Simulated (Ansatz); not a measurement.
Ti, space group P6/mmm: a comparison of functionals at one structure, run with Ansatz 0.2.0, Python API.

Script `ti.py`:
```python
"""One structure of Ti under several functionals."""

import csv
import warnings

import ansatz as az


def main() -> None:
    warnings.simplefilter("ignore", az.DeckWarning)

    structure = (
        az.Lattice.from_parameters(4.6, 4.6, 2.82, alpha=90.0, beta=90.0, gamma=120.0)
        .atom("Ti", (0.0, 0.0, 0.0))
        .atom("Ti", (1 / 3, 2 / 3, 0.5))
        .atom("Ti", (2 / 3, 1 / 3, 0.5))
    )

    setup = (
        structure.calculation()
        .kpoints(7, 7, 10)
        .pseudopotentials("nc")
        .occupations("Marzari-Vanderbilt", width=0.02)
        .scf(algorithm="direct_min")
        .stress()
    )

    rows = []
    for value in ["lda", "pbesol", "blyp"]:
        report = setup.functional(value).run(threads=1, pin="off").report
        rows.append((value, report["free_energy_ev"] / len(report["lattice"]["sites"]), report["n_iterations"], sum(report["stress_gpa"][i][i] for i in range(3)) / 3, report["n_kpoints"]))

    with open("xc.csv", "w", newline="") as handle:
        writer = csv.writer(handle)
        writer.writerow(["functional", "F/atom (eV)", "iterations", "P (GPa)", "k-points"])
        writer.writerows([round(v, 5) if isinstance(v, float) else v for v in row] for row in rows)
    print(open("xc.csv").read())


if __name__ == "__main__":
    main()
```

Rank the functionals by the pressure that they give at this structure. What does the order say about their lattices?

From lowest to highest: LDA (-9.1 GPa), PBEsol (-4.9 GPa) and BLYP (2.2 GPa). At a fixed cell a lower pressure usually means a smaller equilibrium volume, so LDA prefers the smallest cell and BLYP the largest.

The output:

```console
$ python ti.py
functional,F/atom (eV),iterations,P (GPa),k-points
lda,-1614.86096,13,-9.13437,48
pbesol,-1613.65962,12,-4.8735,48
blyp,-1616.13056,12,2.19516,48
```

Spin is left out of this run. Such functionals run on norm-conserving files made under PBE, which can move pressures by some GPa. BLYP can be off by several per cent in the lattices of metals, and by several GPa in the pressure at a fixed cell. The mesh is modest for a metal, so energies can be off by several to tens of meV an atom and pressures by half a GPa or more; differences at equal mesh fare better. Pressure is positive in compression. This isn't the structure that Ti takes at ambient conditions. Total energies of different functionals can't be compared; pressures, moments and gaps at this one structure can. Run time: 4.1 min on 1 thread of Arm Neoverse V2, on a shared host, peak memory 0.73 GiB.
